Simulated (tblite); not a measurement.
# C5H12FGaO2: the cost of one run

Computed with tblite 0.8.0 and PySCF 2.14.0, with density-fitted response routines of our own, on a single molecule in the gas phase. Atoms are numbered from 0 throughout.

### 1 The starting structure

21 atoms, charge 0, multiplicity 1; geometry from: force field or distance geometry start.

Bonds of the start (Å): C0–O1 1.43, O1–C2 1.42, C2–C3 1.52, C3–C4 1.51, C4–C5 1.52, C5–F6 1.38, C5–O7 1.42, O7–Ga8 1.86, O7–C2 1.42, C0–H9 1.11, C0–H10 1.11, C0–H11 1.10, C2–H12 1.13, C3–H13 1.12, C3–H14 1.10, C4–H15 1.11, C4–H16 1.11, C5–H17 1.12, Ga8–H18 1.61, Ga8–H19 1.62, Ga8–H20 1.62.

### 2 Geometry optimisation with GFN2-xTB

What the job is given:

```
{"job": {"kind": "relax", "xc": "GFN2-xTB", "basis": "xTB"}, "charge": 0, "multiplicity": 1}
C      2.721500     0.296200    -0.360000
O      1.440300     0.436700    -0.973700
C      0.442300    -0.068000    -0.101100
C      0.210600    -1.546900    -0.360100
C     -1.289100    -1.726100    -0.254900
C     -1.805800    -0.319300    -0.000700
F     -2.958600    -0.087300    -0.725300
O     -0.783000     0.579400    -0.412600
Ga    -0.934300     2.220600     0.445800
H      2.916600    -0.757800    -0.070900
H      2.795300     0.962700     0.526400
H      3.484000     0.607100    -1.087500
H      0.674800     0.073300     0.992500
H      0.737800    -2.168800     0.412300
H      0.564300    -1.839500    -1.362100
H     -1.571700    -2.412500     0.576300
H     -1.686100    -2.113500    -1.220500
H     -2.026900    -0.227900     1.091400
H      0.277300     3.178100    -0.004200
H     -0.875400     2.013300     2.046500
H     -2.342800     2.917200     0.049400
```

The run is started by

```console
> OMP_NUM_THREADS=1 python probes_run.py task.json out
```

The driver reads the jobs from task.json and runs them one after another.

Q: Estimate the wall time and peak memory of this first job on 1 thread of Arm Neoverse N1, shared host.

About 2.6 s, with a peak of 0.18 GiB.
